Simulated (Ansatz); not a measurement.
# C4H11Si: the cost of one run

Computed with the Python package of Ansatz 0.2.0. The levels of theory stand in the script.

### Step 1. Starting point

Bond lengths (14 of 15 bonds, heavy atoms first): C1–C2 1.537 Å, C2–C3 1.537 Å, C2–C4 1.537 Å, C2–Si5 1.889 Å, C1–H6 1.111 Å, C1–H7 1.112 Å, C1–H8 1.112 Å, C3–H9 1.112 Å, C3–H10 1.111 Å, C3–H11 1.112 Å, C4–H12 1.112 Å, C4–H13 1.112 Å, C4–H14 1.111 Å, Si5–H15 1.470 Å. Angles (14 of 27 angles, heavy atoms first): C1–C2–C3 109.9°, C1–C2–C4 109.9°, C1–C2–Si5 109.1°, C3–C2–C4 109.9°, C3–C2–Si5 109.1°, C4–C2–Si5 109.1°, C2–C1–H6 110.5°, C2–C1–H7 110.7°, C2–C1–H8 110.7°, C2–C3–H9 110.7°, C2–C3–H10 110.5°, C2–C3–H11 110.7°, C2–C4–H12 110.7°, C2–C4–H13 110.7°.

c4h11si.xyz, read by the script:

```xyz
16

C    -0.20910    1.16060    0.83430
C     0.01690   -0.07280   -0.05480
C     0.11110   -1.33530    0.81690
C    -1.14090   -0.21450   -1.05590
Si    1.63330    0.14050   -1.00780
H    -1.15630    1.05930    1.40690
H    -0.27280    2.08340    0.21770
H     0.62450    1.28010    1.56000
H     0.28230   -2.23560    0.18760
H    -0.83030   -1.48470    1.38850
H     0.94850   -1.25000    1.54310
H    -0.98750   -1.09890   -1.71170
H    -1.21830    0.68970   -1.69810
H    -2.10580   -0.34290   -0.51950
H     1.55470    1.34530   -1.84720
H     2.74940    0.27580   -0.06000
```

### Step 2. Script

Contents of disp.py:

```python
# -*- coding: utf-8 -*-
import ansatz as az


def main():
    system = az.Crystal.molecule_from_extxyz('c4h11si.xyz')

    job = (
        system.calculation()
        .basis(gaussian='def2-SVP')
        .spin('collinear', total=1)
    )
    for name in ['b3lyp', 'r2scan']:
        for correction in ('d3bj', 'd4'):
            summary = job.functional(name, dispersion=correction).run(threads=1).report
            print(f'{name:8s} {correction:5s} total {summary["free_energy_ev"]:.5f} eV, of which dispersion {1000 * summary["dispersion"]["energy"]["ev"]:.2f} meV')


if __name__ == '__main__':
    main()
```

### Step 3. Launch

Command:

```console
> python disp.py
```

**Question.** How long does this script take on 1 thread of Arm Neoverse V2, shared host, and how much memory does it need?

About 52 s, with a peak of 0.45 GiB.
